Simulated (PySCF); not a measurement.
# A gas-phase reaction: BF2HS + H2O → BF2HO + H2S

Aim: the reaction energy of `FB(F)S` + `O` → `OB(F)F` + `S`.

Programs: PySCF 2.14.0. All values are calculated, for the isolated system unless a continuum is named. Atoms count from 0, parts from 1.

## 1. The system as given

Each species was relaxed by itself at PBE0-D3(BJ)/def2-SVPD.

## 2. Energies of the species: wB97M-D3(BJ)/def2-TZVPD

The job: settings as JSON, then the geometry in Å.

```
{"job": {"kind": "react", "xc": "wB97M-D3(BJ)", "basis": "def2-TZVPD"}, "charge": 0, "multiplicity": 1}
-1 BF2HS charge 0 multiplicity 1
F     -0.843230     0.544380    -1.058110
B     -0.456890     0.232980     0.168790
F     -1.236930     0.579630     1.178540
S      1.082320    -0.640070     0.509490
H      1.443750    -0.734140    -0.788460

-1 H2O charge 0 multiplicity 1
O     -0.000900     0.389310    -0.008190
H     -0.762430    -0.196430     0.003820
H      0.763360    -0.192850     0.004350

+1 BF2HO charge 0 multiplicity 1
O      0.943620    -0.397810    -0.003000
B     -0.362080    -0.090210     0.031530
F     -0.801930     1.161240    -0.086460
F     -1.256450    -1.050010     0.186160
H      1.525400     0.358000    -0.117900

+1 H2S charge 0 multiplicity 1
S     -0.007420     0.615410    -0.008150
H     -0.981030    -0.319610     0.007460
H      0.968740    -0.317010     0.003530
```

Level: wB97M-D3(BJ)/def2-TZVPD reaction energy of separated species, gas phase.

Started as:

```sh
OMP_NUM_THREADS=1 python cluster_run.py task.json out
```

This one command runs all jobs of the session in turn.

Log:

```text
species 1 (BF2HS)
coarse grid: 24568 points
cycle   1  E = -623.5936052060  dE =  4.514e-01  |g| = 6.766e-01  |ddm| = 1.658e+00
cycle   2  E = -623.6066240978  dE = -1.302e-02  |g| = 7.456e-01  |ddm| = 6.676e-01
cycle   3  E = -623.6826161474  dE = -7.599e-02  |g| = 4.521e-02  |ddm| = 3.122e-01
cycle   4  E = -623.6831475080  dE = -5.314e-04  |g| = 1.898e-02  |ddm| = 5.422e-02
cycle   5  E = -623.6832502986  dE = -1.028e-04  |g| = 4.598e-03  |ddm| = 1.929e-02
cycle   6  E = -623.6832564024  dE = -6.104e-06  |g| = 1.142e-03  |ddm| = 5.798e-03
final grid: 51536 points
cycle   7  E = -623.6832300299  dE = -4.883e-07  |g| = 9.917e-04  |ddm| = 1.888e-03
cycle   8  E = -623.6832300702  dE = -4.039e-08  |g| = 1.072e-03  |ddm| = 9.190e-04
cycle   9  E = -623.6832302271  dE = -1.568e-07  |g| = 8.610e-05  |ddm| = 3.963e-04
cycle  10  E = -623.6832302328  dE = -5.719e-09  |g| = 4.368e-05  |ddm| = 1.491e-04
cycle  11  E = -623.6832302340  dE = -1.140e-09  |g| = 1.120e-05  |ddm| = 8.624e-05
cycle  12  E = -623.6832302340  dE = -3.865e-11  |g| = 3.940e-06  |ddm| = 1.040e-05
converged SCF energy = -623.6832302340

species 2 (H2O)
coarse grid: 10128 points
cycle   1  E = -76.4117500672  dE = -7.453e-02  |g| = 5.872e-01  |ddm| = 8.994e-01
cycle   2  E = -76.4087431897  dE =  3.007e-03  |g| = 6.461e-01  |ddm| = 5.038e-01
cycle   3  E = -76.4759335772  dE = -6.719e-02  |g| = 2.731e-02  |ddm| = 2.374e-01
cycle   4  E = -76.4760587797  dE = -1.252e-04  |g| = 5.497e-03  |ddm| = 1.609e-02
cycle   5  E = -76.4760674565  dE = -8.677e-06  |g| = 8.214e-04  |ddm| = 5.831e-03
final grid: 21952 points
cycle   6  E = -76.4760630162  dE = -1.975e-07  |g| = 5.843e-04  |ddm| = 1.373e-03
cycle   7  E = -76.4760630230  dE = -6.844e-09  |g| = 6.465e-04  |ddm| = 6.469e-04
cycle   8  E = -76.4760630866  dE = -6.362e-08  |g| = 3.199e-05  |ddm| = 2.236e-04
cycle   9  E = -76.4760630875  dE = -8.229e-10  |g| = 4.134e-06  |ddm| = 1.105e-04
converged SCF energy = -76.4760630875

species 3 (BF2HO)
coarse grid: 23432 points
cycle   1  E = -300.6157158005  dE =  5.229e-01  |g| = 8.293e-01  |ddm| = 1.641e+00
cycle   2  E = -300.6352423752  dE = -1.953e-02  |g| = 8.531e-01  |ddm| = 8.455e-01
cycle   3  E = -300.7364318363  dE = -1.012e-01  |g| = 3.845e-02  |ddm| = 3.923e-01
cycle   4  E = -300.7367733915  dE = -3.416e-04  |g| = 1.460e-02  |ddm| = 4.335e-02
cycle   5  E = -300.7368140815  dE = -4.069e-05  |g| = 7.887e-03  |ddm| = 1.385e-02
cycle   6  E = -300.7368236272  dE = -9.546e-06  |g| = 1.573e-03  |ddm| = 3.963e-03
final grid: 51000 points
cycle   7  E = -300.7368239688  dE = -2.846e-07  |g| = 1.578e-03  |ddm| = 2.763e-03
cycle   8  E = -300.7368238998  dE =  6.907e-08  |g| = 1.807e-03  |ddm| = 1.296e-03
cycle   9  E = -300.7368243474  dE = -4.476e-07  |g| = 5.973e-05  |ddm| = 7.413e-04
cycle  10  E = -300.7368243498  dE = -2.416e-09  |g| = 2.562e-05  |ddm| = 1.379e-04
cycle  11  E = -300.7368243500  dE = -2.429e-10  |g| = 6.319e-06  |ddm| = 5.123e-05
converged SCF energy = -300.7368243500

species 4 (H2S)
coarse grid: 11264 points
cycle   1  E = -399.4336014160  dE = -1.424e-01  |g| = 1.945e-01  |ddm| = 1.016e+00
cycle   2  E = -399.4459454246  dE = -1.234e-02  |g| = 1.106e-01  |ddm| = 2.399e-01
cycle   3  E = -399.4491447479  dE = -3.199e-03  |g| = 1.578e-02  |ddm| = 9.278e-02
cycle   4  E = -399.4492190892  dE = -7.434e-05  |g| = 4.851e-03  |ddm| = 1.790e-02
cycle   5  E = -399.4492313263  dE = -1.224e-05  |g| = 9.336e-04  |ddm| = 7.536e-03
cycle   6  E = -399.4492320575  dE = -7.312e-07  |g| = 1.776e-04  |ddm| = 2.124e-03
final grid: 22496 points
cycle   7  E = -399.4492197111  dE = -2.325e-08  |g| = 1.134e-04  |ddm| = 6.067e-04
cycle   8  E = -399.4492197141  dE = -2.977e-09  |g| = 6.804e-05  |ddm| = 1.498e-04
cycle   9  E = -399.4492197149  dE = -7.669e-10  |g| = 8.737e-06  |ddm| = 5.990e-05
converged SCF energy = -399.4492197149

Reaction energy = -16.544 kcal/mol
```

It took 25 s on 1 thread of Arm Neoverse N1, shared host; peak memory 0.61 GiB.

Species by species (with the dispersion term, which the log's SCF energies lack):

```tsv
ν	species	energy (Eh)	HOMO (eV)
-1	FB(F)S	-623.68703	-10.74
-1	O	-76.47682	-11.72
+1	OB(F)F	-300.73965	-13.38
+1	S	-399.45056	-9.89
```

## 3. Reaction energy: PBE0-D3(BJ)/def2-TZVPD

The job, as its differences from that of step 2:

```diff
@@ -1,2 +1,2 @@
-{"job": {"kind": "react", "xc": "wB97M-D3(BJ)", "basis": "def2-TZVPD"}, "charge": 0, "multiplicity": 1}
+{"job": {"kind": "react", "xc": "PBE0", "basis": "def2-TZVPD", "disp": "d3bj"}, "charge": 0, "multiplicity": 1}
 -1 BF2HS charge 0 multiplicity 1
```

Level: PBE0-D3(BJ)/def2-TZVPD reaction energy of separated species, gas phase.

Log:

```text
species 1 (BF2HS)
coarse grid: 5504 points
cycle   1  E = -623.1636747967  dE =  4.150e-01  |g| = 6.215e-01  |ddm| = 1.736e+00
cycle   2  E = -623.1011246612  dE =  6.255e-02  |g| = 9.292e-01  |ddm| = 6.841e-01
cycle   3  E = -623.2252629656  dE = -1.241e-01  |g| = 3.859e-02  |ddm| = 3.914e-01
cycle   4  E = -623.2255629049  dE = -2.999e-04  |g| = 2.226e-02  |ddm| = 5.688e-02
cycle   5  E = -623.2256735525  dE = -1.106e-04  |g| = 2.766e-03  |ddm| = 1.882e-02
cycle   6  E = -623.2256747998  dE = -1.247e-06  |g| = 1.471e-03  |ddm| = 3.089e-03
final grid: 51536 points
cycle   7  E = -623.2302539329  dE = -9.865e-05  |g| = 6.913e-03  |ddm| = 4.935e-02
cycle   8  E = -623.2302501087  dE =  3.824e-06  |g| = 8.027e-03  |ddm| = 9.114e-03
cycle   9  E = -623.2302605290  dE = -1.042e-05  |g| = 1.153e-03  |ddm| = 4.956e-03
cycle  10  E = -623.2302606992  dE = -1.702e-07  |g| = 2.170e-04  |ddm| = 5.815e-04
cycle  11  E = -623.2302607082  dE = -8.947e-09  |g| = 8.889e-05  |ddm| = 2.128e-04
cycle  12  E = -623.2302607097  dE = -1.494e-09  |g| = 1.982e-05  |ddm| = 4.923e-05
cycle  13  E = -623.2302607098  dE = -7.913e-11  |g| = 5.556e-06  |ddm| = 1.543e-05
converged SCF energy = -623.2302607098

species 2 (H2O)
coarse grid: 2328 points
cycle   1  E = -76.3044319331  dE = -5.297e-03  |g| = 6.571e-01  |ddm| = 9.011e-01
cycle   2  E = -76.1882131106  dE =  1.162e-01  |g| = 1.036e+00  |ddm| = 7.256e-01
cycle   3  E = -76.3820319469  dE = -1.938e-01  |g| = 3.132e-02  |ddm| = 4.396e-01
cycle   4  E = -76.3822142480  dE = -1.823e-04  |g| = 5.864e-03  |ddm| = 1.606e-02
cycle   5  E = -76.3822193869  dE = -5.139e-06  |g| = 7.850e-04  |ddm| = 2.507e-03
final grid: 21952 points
cycle   6  E = -76.3808944500  dE = -1.509e-05  |g| = 3.447e-03  |ddm| = 9.317e-03
cycle   7  E = -76.3808924861  dE =  1.964e-06  |g| = 4.750e-03  |ddm| = 3.320e-03
cycle   8  E = -76.3808961990  dE = -3.713e-06  |g| = 2.519e-04  |ddm| = 1.964e-03
cycle   9  E = -76.3808962097  dE = -1.062e-08  |g| = 2.399e-05  |ddm| = 1.101e-04
cycle  10  E = -76.3808962098  dE = -1.121e-10  |g| = 3.291e-06  |ddm| = 1.516e-05
converged SCF energy = -76.3808962098

species 3 (BF2HO)
coarse grid: 4968 points
cycle   1  E = -300.2566638683  dE =  5.057e-01  |g| = 8.424e-01  |ddm| = 1.699e+00
cycle   2  E = -300.1544093666  dE =  1.023e-01  |g| = 1.181e+00  |ddm| = 1.074e+00
cycle   3  E = -300.3691873257  dE = -2.148e-01  |g| = 5.353e-02  |ddm| = 6.597e-01
cycle   4  E = -300.3694522901  dE = -2.650e-04  |g| = 4.111e-02  |ddm| = 4.650e-02
cycle   5  E = -300.3697001679  dE = -2.479e-04  |g| = 4.310e-03  |ddm| = 2.067e-02
cycle   6  E = -300.3697031633  dE = -2.995e-06  |g| = 7.794e-04  |ddm| = 2.986e-03
final grid: 51000 points
cycle   7  E = -300.3733213519  dE = -1.106e-04  |g| = 6.467e-03  |ddm| = 7.653e-02
cycle   8  E = -300.3733131984  dE =  8.154e-06  |g| = 9.578e-03  |ddm| = 6.967e-03
cycle   9  E = -300.3733272912  dE = -1.409e-05  |g| = 3.951e-04  |ddm| = 4.696e-03
cycle  10  E = -300.3733273127  dE = -2.154e-08  |g| = 1.839e-04  |ddm| = 3.070e-04
cycle  11  E = -300.3733273173  dE = -4.622e-09  |g| = 3.734e-05  |ddm| = 9.775e-05
cycle  12  E = -300.3733273175  dE = -2.019e-10  |g| = 8.772e-06  |ddm| = 2.304e-05
converged SCF energy = -300.3733273175

species 4 (H2S)
coarse grid: 2864 points
cycle   1  E = -399.2518634136  dE = -9.250e-02  |g| = 1.630e-01  |ddm| = 1.023e+00
cycle   2  E = -399.2538576692  dE = -1.994e-03  |g| = 1.600e-01  |ddm| = 2.978e-01
cycle   3  E = -399.2614718429  dE = -7.614e-03  |g| = 1.497e-02  |ddm| = 1.477e-01
cycle   4  E = -399.2614864549  dE = -1.461e-05  |g| = 1.103e-03  |ddm| = 5.881e-03
cycle   5  E = -399.2614868353  dE = -3.804e-07  |g| = 6.136e-04  |ddm| = 1.717e-03
final grid: 22496 points
cycle   6  E = -399.2625175742  dE = -7.084e-06  |g| = 4.896e-03  |ddm| = 1.692e-02
cycle   7  E = -399.2625182068  dE = -6.326e-07  |g| = 3.960e-03  |ddm| = 6.698e-03
cycle   8  E = -399.2625211387  dE = -2.932e-06  |g| = 2.911e-04  |ddm| = 3.504e-03
cycle   9  E = -399.2625211664  dE = -2.777e-08  |g| = 3.582e-05  |ddm| = 2.357e-04
cycle  10  E = -399.2625211668  dE = -3.606e-10  |g| = 6.381e-06  |ddm| = 2.919e-05
converged SCF energy = -399.2625211668

Reaction energy = -15.158 kcal/mol
```

Run time: 12 s. Hardware: 1 thread of Arm Neoverse N1, shared host; peak memory 0.58 GiB.

Reaction energy at this level: -15.16 kcal/mol.

## 4. Reaction energy: MP2/def2-TZVPD

The job, as its differences from that of step 3:

```diff
@@ -1,2 +1,2 @@
-{"job": {"kind": "react", "xc": "PBE0", "basis": "def2-TZVPD", "disp": "d3bj"}, "charge": 0, "multiplicity": 1}
+{"job": {"kind": "react", "xc": "MP2", "basis": "def2-TZVPD"}, "charge": 0, "multiplicity": 1}
 -1 BF2HS charge 0 multiplicity 1
```

Method: MP2/def2-TZVPD reaction energy of separated species, gas phase.

Log:

```text
species 1 (BF2HS)
final grid: 51536 points
cycle   1  E = -621.8586500031  dE =  4.507e-01  |g| = 6.319e-01  |ddm| = 1.603e+00
cycle   2  E = -621.9257260484  dE = -6.708e-02  |g| = 3.645e-01  |ddm| = 4.918e-01
cycle   3  E = -621.9453842680  dE = -1.966e-02  |g| = 4.933e-02  |ddm| = 1.832e-01
cycle   4  E = -621.9463132458  dE = -9.290e-04  |g| = 1.406e-02  |ddm| = 6.292e-02
cycle   5  E = -621.9464090294  dE = -9.578e-05  |g| = 3.788e-03  |ddm| = 1.831e-02
cycle   6  E = -621.9464189047  dE = -9.875e-06  |g| = 1.053e-03  |ddm| = 6.866e-03
cycle   7  E = -621.9464195838  dE = -6.791e-07  |g| = 2.770e-04  |ddm| = 1.472e-03
cycle   8  E = -621.9464196361  dE = -5.229e-08  |g| = 7.205e-05  |ddm| = 4.579e-04
cycle   9  E = -621.9464196386  dE = -2.543e-09  |g| = 3.202e-05  |ddm| = 8.934e-05
cycle  10  E = -621.9464196391  dE = -4.100e-10  |g| = 8.276e-06  |ddm| = 3.653e-05
converged SCF energy = -621.9464196391

species 2 (H2O)
final grid: 21952 points
cycle   1  E = -76.0248949770  dE = -1.467e-01  |g| = 4.364e-01  |ddm| = 8.776e-01
cycle   2  E = -76.0503810259  dE = -2.549e-02  |g| = 2.594e-01  |ddm| = 2.972e-01
cycle   3  E = -76.0608899516  dE = -1.051e-02  |g| = 2.594e-02  |ddm| = 1.025e-01
cycle   4  E = -76.0610473090  dE = -1.574e-04  |g| = 5.694e-03  |ddm| = 1.523e-02
cycle   5  E = -76.0610616762  dE = -1.437e-05  |g| = 1.176e-03  |ddm| = 5.302e-03
cycle   6  E = -76.0610625659  dE = -8.897e-07  |g| = 2.235e-04  |ddm| = 1.658e-03
cycle   7  E = -76.0610626026  dE = -3.670e-08  |g| = 3.304e-05  |ddm| = 3.733e-04
cycle   8  E = -76.0610626033  dE = -6.653e-10  |g| = 4.159e-06  |ddm| = 3.886e-05
converged SCF energy = -76.0610626033

species 3 (BF2HO)
final grid: 51000 points
cycle   1  E = -299.2442167122  dE =  4.867e-01  |g| = 7.026e-01  |ddm| = 1.563e+00
cycle   2  E = -299.3146095688  dE = -7.039e-02  |g| = 3.749e-01  |ddm| = 5.284e-01
cycle   3  E = -299.3340517991  dE = -1.944e-02  |g| = 4.574e-02  |ddm| = 1.837e-01
cycle   4  E = -299.3345674360  dE = -5.156e-04  |g| = 9.451e-03  |ddm| = 4.614e-02
cycle   5  E = -299.3345984229  dE = -3.099e-05  |g| = 2.082e-03  |ddm| = 1.319e-02
cycle   6  E = -299.3346005214  dE = -2.099e-06  |g| = 7.983e-04  |ddm| = 3.554e-03
cycle   7  E = -299.3346007266  dE = -2.052e-07  |g| = 2.835e-04  |ddm| = 1.079e-03
cycle   8  E = -299.3346007544  dE = -2.776e-08  |g| = 7.029e-05  |ddm| = 3.441e-04
cycle   9  E = -299.3346007567  dE = -2.332e-09  |g| = 1.548e-05  |ddm| = 1.155e-04
cycle  10  E = -299.3346007568  dE = -1.493e-10  |g| = 4.420e-06  |ddm| = 3.048e-05
converged SCF energy = -299.3346007568

species 4 (H2S)
final grid: 22496 points
cycle   1  E = -398.6881061537  dE = -1.695e-01  |g| = 2.014e-01  |ddm| = 9.977e-01
cycle   2  E = -398.7050962257  dE = -1.699e-02  |g| = 7.023e-02  |ddm| = 1.849e-01
cycle   3  E = -398.7068537816  dE = -1.758e-03  |g| = 2.154e-02  |ddm| = 5.634e-02
cycle   4  E = -398.7071965853  dE = -3.428e-04  |g| = 6.311e-03  |ddm| = 2.471e-02
cycle   5  E = -398.7072259991  dE = -2.941e-05  |g| = 1.395e-03  |ddm| = 9.171e-03
cycle   6  E = -398.7072274807  dE = -1.482e-06  |g| = 3.129e-04  |ddm| = 2.398e-03
cycle   7  E = -398.7072275664  dE = -8.569e-08  |g| = 5.002e-05  |ddm| = 6.832e-04
cycle   8  E = -398.7072275686  dE = -2.252e-09  |g| = 1.186e-05  |ddm| = 9.128e-05
cycle   9  E = -398.7072275687  dE = -1.257e-10  |g| = 1.950e-06  |ddm| = 2.073e-05
converged SCF energy = -398.7072275687

Reaction energy = -15.503 kcal/mol
```

Run time: 5.3 s. Hardware: 1 thread of Arm Neoverse N1, shared host; peak memory 0.4 GiB.

Reaction energy at this level: -15.50 kcal/mol.

## 5. Side by side

Energies in kcal/mol, with wall time:

```tsv
run	reaction	time
wB97M-D3(BJ)/def2-TZVPD	-16.54	25 s
PBE0-D3(BJ)/def2-TZVPD	-15.16	12 s
MP2/def2-TZVPD	-15.50	5.3 s
```

## 6. What came out

| quantity | value |
| --- | --- |
| reaction energy (wB97M-D3(BJ)/def2-TZVPD) | -16.54 kcal/mol |
| ΔH, ΔG at 298 K (xTB thermal terms) | -17.6, -17.6 kcal/mol |
| range of the reaction energy over the runs of this table | -16.54 to -15.16 kcal/mol |

In words: The reaction is exothermic by 17.6 kcal/mol in the gas phase; dispersion gives +0.24, and xTB itself gave -23.05 for the electronic energy (xTB energies and thermal terms come from the earlier relaxation of each species, not shown). No barrier was sought. The reaction energy runs from -16.54 (wB97M-D3(BJ)/def2-TZVPD) to -15.16 kcal/mol (PBE0-D3(BJ)/def2-TZVPD).
